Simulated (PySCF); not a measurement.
# InH2(OMe): geometry, NMR shifts and electronic excitations

Aim: predict the NMR shifts and electronic excitations of InH2(OMe) (`[H][In]([H])[O]C`).

Programs: PySCF 2.14.0, with density-fitted response routines of our own. Each step states its level of theory. These are calculated values for one molecule in the gas phase, unless marked as measured. Atoms are numbered from 0 throughout.

## 1. The molecule as given

8 atoms, charge 0, multiplicity 1; geometry from: GFN2-xTB.

Bonds of the start (Å): In0–H1 1.72, In0–H2 1.69, In0–O3 1.96, O3–C4 1.41, C4–H5 1.09, C4–H6 1.10, C4–H7 1.10.

## 2. Optimising the geometry at PBE0-D3(BJ)/def2-SVP

Job settings and geometry (Å):

```
{"job": {"xc": "PBE0", "basis": "def2-SVP", "d3": "d3bj", "grid": 1, "maxiter": 40, "kind": "geom"}, "charge": 0, "multiplicity": 1}
In     0.612620     1.410730     0.704190
H      2.217680     0.823080     0.878800
H     -0.031650     2.920080     1.124360
O     -0.745290     0.231860    -0.086690
C     -0.546700    -1.077930    -0.556970
H     -0.803810    -1.124660    -1.620330
H     -1.197130    -1.764810    -0.005300
H      0.494300    -1.418370    -0.438060
```

Standard output:

```text
step   0  E = -306.21394017  max force = 0.018727
step   1  E = -306.21531264  max force = 0.009099
step   2  E = -306.21552597  max force = 0.002223
step   3  E = -306.21555412  max force = 0.000393
step   4  E = -306.21556105  max force = 0.000671
step   5  E = -306.21556705  max force = 0.000333
optimisation converged
```

It took 19 s on 1 thread, shared host.

Relaxation path:

```csv
step,energy from step 0 (eV),largest force component (eV/Å)
0,0.0000,0.9630
1,-0.0373,0.4679
2,-0.0432,0.1143
3,-0.0439,0.0202
4,-0.0441,0.0345
5,-0.0443,0.0171
```

Distances of close pairs at the start and the end, largest changes first:

| bond | before (Å) | after (Å) | change (Å) |
| --- | --- | --- | --- |
| In0–O3 | 1.964 | 2.003 | +0.039 |
| O3–C4 | 1.406 | 1.388 | -0.018 |
| In0–H2 | 1.694 | 1.711 | +0.017 |
| C4–H5 | 1.095 | 1.108 | +0.013 |
| C4–H6 | 1.095 | 1.108 | +0.013 |
| C4–H7 | 1.102 | 1.111 | +0.009 |
| In0–H1 | 1.718 | 1.722 | +0.004 |

The final coordinates are the input of the step that follows.

```csv
at the end point,value
point group (found at 0.08 Å tolerance),Cs
"rotational constants (GHz, main isotopes)","35.166, 3.036, 2.845"
dipole moment (D),1.70
```

## 3. NMR shieldings: PBE0/def2-TZVP+pcSseg-1

Job settings and geometry (Å):

```
{"job": {"kind": "nmr", "xc": "PBE0", "basis": {"default": "pcSseg-1", "In": "def2-TZVP"}}, "charge": 0, "multiplicity": 1}
In     0.624867     1.446245     0.718803
H      2.179950     0.711969     0.813964
H     -0.045526     2.960666     1.148349
O     -0.759069     0.247146    -0.093846
C     -0.538860    -1.048034    -0.542459
H     -0.779853    -1.142795    -1.619701
H     -1.187330    -1.770025    -0.007886
H      0.505841    -1.405192    -0.417224
```

Level: GIAO PBE0/pcSseg-1 In:def2-TZVP NMR shielding, scalar relativity only through core potentials, gas phase.

Standard output:

```text
coarse grid: 30808 points
cycle   1  E = -305.5168004279  dE = -3.197e+01  |g| = 1.983e+00  |ddm| = 4.518e+01
cycle   2  E = -304.8443327374  dE =  6.725e-01  |g| = 3.044e+00  |ddm| = 7.444e+00
cycle   3  E = -306.2737591546  dE = -1.429e+00  |g| = 3.742e-01  |ddm| = 3.087e+00
cycle   4  E = -306.2710079318  dE =  2.751e-03  |g| = 3.912e-01  |ddm| = 5.768e-01
cycle   5  E = -306.2998311206  dE = -2.882e-02  |g| = 2.041e-02  |ddm| = 3.114e-01
cycle   6  E = -306.2999042658  dE = -7.315e-05  |g| = 5.885e-03  |ddm| = 1.929e-02
cycle   7  E = -306.2999112885  dE = -7.023e-06  |g| = 1.989e-03  |ddm| = 5.497e-03
final grid: 63320 points
cycle   8  E = -306.2999207358  dE =  1.778e-07  |g| = 2.159e-03  |ddm| = 3.182e-03
cycle   9  E = -306.2999201754  dE =  5.604e-07  |g| = 2.627e-03  |ddm| = 3.627e-03
cycle  10  E = -306.2999218265  dE = -1.651e-06  |g| = 5.025e-04  |ddm| = 2.258e-03
cycle  11  E = -306.2999218715  dE = -4.492e-08  |g| = 4.370e-05  |ddm| = 3.417e-04
cycle  12  E = -306.2999218718  dE = -3.164e-10  |g| = 5.334e-06  |ddm| = 3.243e-05
converged SCF energy = -306.2999218718

GIAO shielding tensors (ppm)
atom      isotropic    diamagn.    paramagn.     s11        s22        s33       span
  0 In         nan         nan         nan        nan        nan        nan        nan
  1 H       25.284      26.875      -1.590     17.738     19.560     38.555     20.817
  2 H       25.467      26.821      -1.354     18.206     18.939     39.255     21.049
  3 O      199.838     392.927    -193.089    -59.055    282.565    376.003    435.058
  4 C      122.685     241.917    -119.232     93.267     93.964    180.823     87.556
  5 H       27.027      27.871      -0.843     22.993     24.287     33.801     10.808
  6 H       27.026      27.868      -0.841     22.989     24.292     33.797     10.807
  7 H       26.979      29.284      -2.306     22.765     25.102     33.069     10.303
```

Wall time 6.9 s (1 thread, shared host).

The references, computed at this level on geometries of the same kind, shield at (ppm): 1H TMS 31.27, 13C TMS 184.4, 17O H2O 334.6. Their shielding less the atom's gives the shift. The references are single molecules in the gas phase, so shifts against H2O, NH3, PH3, H3PO4 or CFCl3 are not on the usual liquid scales and can be off by tens of ppm. Atoms listed in one row are averaged.

```
     atoms                       environment  σ (ppm)  δ (ppm)
        C4           carbon bonded to O, 3 H    122.7     61.7
    H1, H2      hydrogen on a In bonded to O    25.38     5.89
H5, H6, H7  hydrogen on a carbon bonded to O    27.01     4.26
        O3            oxygen bonded to C, In    199.8    134.7
```

Atoms past Kr carry core potentials, so their printed shieldings have no meaning and are left out of the table.

Charges from the same density, by scheme (e):

```
atoms  Mulliken  ESP fit
  In0      0.55     0.84
   O3     -0.64    -0.57
   C4     -0.01     0.22
```

Mayer bond orders: In0–O3 0.93, O3–C4 0.96.

With diffuse functions Mulliken charges and Mayer bond orders lose their meaning; the other schemes are steadier.

## 4. TDDFT and polarisability: B3LYP/def2-SVPD

Same as in step 3 but for these lines:

```diff
@@ -1,2 +1,2 @@
-{"job": {"kind": "nmr", "xc": "PBE0", "basis": {"default": "pcSseg-1", "In": "def2-TZVP"}}, "charge": 0, "multiplicity": 1}
+{"job": {"kind": "uv", "xc": "B3LYP", "basis": "def2-SVPD", "ip": true, "nstates": 10}, "charge": 0, "multiplicity": 1}
 In     0.624867     1.446245     0.718803
```

With the program's defaults for keys left out, this is: TDDFT B3LYP/def2-SVPD, vertical, gas phase, core orbitals frozen in the response.

Standard output:

```text
coarse grid: 30808 points
cycle   1  E = -305.5245621720  dE = -2.048e+01  |g| = 1.982e+00  |ddm| = 1.401e+01
cycle   2  E = -304.9378118751  dE =  5.868e-01  |g| = 2.878e+00  |ddm| = 9.084e+00
cycle   3  E = -306.3935084365  dE = -1.456e+00  |g| = 4.246e-01  |ddm| = 3.253e+00
cycle   4  E = -306.3676003862  dE =  2.591e-02  |g| = 5.559e-01  |ddm| = 8.747e-01
cycle   5  E = -306.4303403653  dE = -6.274e-02  |g| = 3.172e-02  |ddm| = 5.344e-01
cycle   6  E = -306.4305637548  dE = -2.234e-04  |g| = 1.505e-02  |ddm| = 5.171e-02
cycle   7  E = -306.4306214329  dE = -5.768e-05  |g| = 1.688e-03  |ddm| = 1.605e-02
cycle   8  E = -306.4306223233  dE = -8.904e-07  |g| = 1.763e-04  |ddm| = 2.622e-03
final grid: 63320 points
cycle   9  E = -306.4306289480  dE = -3.709e-08  |g| = 1.382e-04  |ddm| = 2.484e-03
cycle  10  E = -306.4306289429  dE =  5.068e-09  |g| = 2.202e-04  |ddm| = 3.643e-04
cycle  11  E = -306.4306289523  dE = -9.414e-09  |g| = 5.368e-05  |ddm| = 2.212e-04
cycle  12  E = -306.4306289529  dE = -6.065e-10  |g| = 7.081e-06  |ddm| = 6.342e-05
converged SCF energy = -306.4306289529

Static polarisability (au): isotropic 57.324, principal 43.710 57.000 71.262

Singlet excitations
state   eV       nm        f      main configurations
  1   4.3566    284.6   0.00139   H-1->L 1.00
  2   4.5476    272.6   0.04398   H->L 0.93
  3   5.3673    231.0   0.01231   H->L+1 0.97
  4   5.6135    220.9   0.00040   H-2->L 1.00
  5   5.9123    209.7   0.12952   H-1->L+1 0.89
  6   6.1988    200.0   0.00029   H->L+2 0.96
  7   6.4350    192.7   0.00895   H-1->L+2 0.96
  8   6.6595    186.2   0.00153   H->L+3 0.98
  9   6.8982    179.7   0.05355   H-1->L+3 0.96
 10   7.3939    167.7   0.06916   H-2->L+1 0.51, H-2->L+2 0.41

Triplet excitations (Tamm-Dancoff, eV): 3.8840 4.1970 5.0376 5.1418
Vertical ionisation energy (delta-SCF) = 9.5156 eV
Vertical electron affinity (delta-SCF) = 0.0410 eV
```

It took 33 s on 1 thread, shared host.

Frontier orbitals and where they lie:

```
orbital      eV                       atoms
 HOMO−3  -10.40  In0 32 %, O3 24 %, H1 18 %
 HOMO−2   -8.55  In0 38 %, H2 31 %, H1 23 %
 HOMO−1   -7.30    O3 59 %, C4 14 %, H7 9 %
   HOMO   -7.09    O3 64 %, C4 16 %, H6 7 %
   LUMO   -1.87   In0 70 %, O3 12 %, H1 9 %
 LUMO+1   -0.68  In0 42 %, H1 22 %, H2 21 %
 LUMO+2    0.02  In0 59 %, H1 12 %, H2 11 %
```

With each of the 10 states as a Gaussian band of 0.4 eV half-width at 1/e, the curve within the window shown has maxima at 273 nm (ε 1,800), 210 nm (ε 5,400), 171 nm (ε 3,500) L/(mol cm). Beyond the last state computed it falls off for lack of states. The curve at chosen wavelengths:

```json
{"nm": "161", "ε (L/mol/cm)": "1637"}
{"nm": "168", "ε (L/mol/cm)": "3325"}
{"nm": "174", "ε (L/mol/cm)": "3382"}
{"nm": "181", "ε (L/mol/cm)": "2755"}
{"nm": "188", "ε (L/mol/cm)": "1920"}
{"nm": "195", "ε (L/mol/cm)": "2291"}
{"nm": "201", "ε (L/mol/cm)": "3871"}
{"nm": "208", "ε (L/mol/cm)": "5351"}
{"nm": "215", "ε (L/mol/cm)": "4788"}
{"nm": "221", "ε (L/mol/cm)": "3295"}
{"nm": "228", "ε (L/mol/cm)": "1770"}
{"nm": "235", "ε (L/mol/cm)": "953"}
{"nm": "242", "ε (L/mol/cm)": "679"}
{"nm": "248", "ε (L/mol/cm)": "750"}
{"nm": "255", "ε (L/mol/cm)": "1087"}
{"nm": "262", "ε (L/mol/cm)": "1512"}
{"nm": "269", "ε (L/mol/cm)": "1794"}
{"nm": "275", "ε (L/mol/cm)": "1816"}
{"nm": "282", "ε (L/mol/cm)": "1595"}
{"nm": "289", "ε (L/mol/cm)": "1223"}
{"nm": "295", "ε (L/mol/cm)": "888"}
{"nm": "302", "ε (L/mol/cm)": "557"}
{"nm": "309", "ε (L/mol/cm)": "320"}
{"nm": "316", "ε (L/mol/cm)": "171"}
{"nm": "322", "ε (L/mol/cm)": "95"}
{"nm": "329", "ε (L/mol/cm)": "46"}
```

Ground-state properties from the same run:

```csv
property,computed
dipole moment (D),1.75
polarisability (Å³),8.49
HOMO–LUMO gap (eV),5.22
−ε(HOMO) (eV),7.09
```

## 5. NMR shieldings: KT2/def2-TZVP+pcSseg-1

Same as in step 4 but for these lines:

```diff
@@ -1,2 +1,2 @@
-{"job": {"kind": "uv", "xc": "B3LYP", "basis": "def2-SVPD", "ip": true, "nstates": 10}, "charge": 0, "multiplicity": 1}
+{"job": {"kind": "nmr", "xc": "KT2", "basis": {"default": "pcSseg-1", "In": "def2-TZVP"}, "pop": false}, "charge": 0, "multiplicity": 1}
 In     0.624867     1.446245     0.718803
```

Level: GIAO KT2/pcSseg-1 In:def2-TZVP NMR shielding, scalar relativity only through core potentials, gas phase.

Standard output:

```text
coarse grid: 30808 points
cycle   1  E = -308.3499307474  dE = -3.157e+01  |g| = 2.168e+00  |ddm| = 4.381e+01
cycle   2  E = -304.5035813140  dE =  3.846e+00  |g| = 5.480e+00  |ddm| = 9.944e+00
cycle   3  E = -309.2716285196  dE = -4.768e+00  |g| = 5.470e-01  |ddm| = 5.331e+00
cycle   4  E = -308.8171505151  dE =  4.545e-01  |g| = 1.496e+00  |ddm| = 1.833e+00
cycle   5  E = -309.3332343393  dE = -5.161e-01  |g| = 6.339e-02  |ddm| = 1.328e+00
cycle   6  E = -309.3334905975  dE = -2.563e-04  |g| = 6.514e-02  |ddm| = 1.514e-01
cycle   7  E = -309.3345990322  dE = -1.108e-03  |g| = 1.467e-02  |ddm| = 5.199e-02
cycle   8  E = -309.3346534224  dE = -5.439e-05  |g| = 2.429e-03  |ddm| = 1.538e-02
cycle   9  E = -309.3346548770  dE = -1.455e-06  |g| = 6.716e-04  |ddm| = 3.467e-03
final grid: 63320 points
cycle  10  E = -309.3346671975  dE =  2.748e-07  |g| = 1.386e-03  |ddm| = 2.592e-03
cycle  11  E = -309.3346640479  dE =  3.150e-06  |g| = 4.054e-03  |ddm| = 5.015e-03
cycle  12  E = -309.3346676249  dE = -3.577e-06  |g| = 3.519e-04  |ddm| = 3.504e-03
cycle  13  E = -309.3346676491  dE = -2.419e-08  |g| = 4.733e-05  |ddm| = 3.881e-04
cycle  14  E = -309.3346676495  dE = -4.761e-10  |g| = 6.711e-06  |ddm| = 3.655e-05
converged SCF energy = -309.3346676495

GIAO shielding tensors (ppm)
atom      isotropic    diamagn.    paramagn.     s11        s22        s33       span
  0 In         nan         nan         nan        nan        nan        nan        nan
  1 H       24.834      26.935      -2.101     17.103     19.385     38.012     20.909
  2 H       25.081      26.854      -1.773     17.972     18.674     38.597     20.626
  3 O      142.017     392.800    -250.783   -167.939    240.695    353.294    521.233
  4 C      118.852     243.422    -124.570     87.591     90.067    178.897     91.306
  5 H       26.721      27.939      -1.218     22.916     24.025     33.224     10.308
  6 H       26.720      27.936      -1.215     22.913     24.029     33.218     10.305
  7 H       26.500      29.443      -2.943     22.619     24.437     32.444      9.825
```

Run time: 13 s. Hardware: 1 thread, shared host.

Key values: δ C4 64.4, O3 188.6, H1 6.22, H5 4.53 ppm (means over like atoms).

## 6. Side by side: NMR shifts

Shifts (ppm), means over like atoms, with basis size and wall time:

```csv
run,C4,H1,H5,O3,functions,time
PBE0/def2-TZVP+pcSseg-1,61.7,5.89,4.26,134.7,109,6.9 s
KT2/def2-TZVP+pcSseg-1,64.4,6.22,4.53,188.6,109,13 s
```

## 7. Results

| quantity | value |
| --- | --- |
| point group | Cs |
| rotational constants (main isotopes) | 35.17, 3.04, 2.84 GHz |
| 13C shifts against TMS (PBE0/def2-TZVP+pcSseg-1) | 61.7 ppm |
| 1H shifts against TMS (PBE0/def2-TZVP+pcSseg-1, means over atoms taken as alike) | 5.89, 4.26 ppm |
| 17O shifts against H2O (PBE0/def2-TZVP+pcSseg-1) | 134.7 ppm |
| lowest singlet (B3LYP/def2-SVPD) | 4.36 eV (285 nm), f = 0.001 |
| brightest single state of those computed | state 5, 5.91 eV, f = 0.130 |
| lowest triplet | 3.88 eV |
| vertical ionisation energy (ΔSCF) | 9.52 eV |
| vertical electron affinity (ΔSCF) | 0.04 eV |
| range of the shift of O3 | 134.7 to 188.6 ppm |

Relaxing lowered the energy by 0.044 eV in 5 steps; the close pair that moved most is In0–O3, from 1.964 to 2.003 Å. At PBE0/def2-TZVP+pcSseg-1: The largest span, 435 ppm, is at O3, where the paramagnetic term is -193 ppm. The lowest singlet, at 4.36 eV, is HOMO−1→LUMO 1.00 and is weak; of the 10 states computed, the strongest absorption comes from state 5 at 5.91 eV (the last state computed is bright too, and its partners may lie past the list). The lowest triplet lies 0.47 eV below the lowest singlet (triplets in Tamm-Dancoff, singlets in full TDDFT). Spin-orbit coupling, left out, mixes singlets and triplets in elements this heavy. ΔSCF puts the ionisation energy at 9.52 eV, 2.42 eV above −ε(HOMO). Across the 2 runs the shift of O3 moves most, between 134.7 (PBE0/def2-TZVP+pcSseg-1) and 188.6 ppm (KT2/def2-TZVP+pcSseg-1). Spin-orbit coupling is left out, which matters for shieldings and couplings at and beside the heavy atoms.
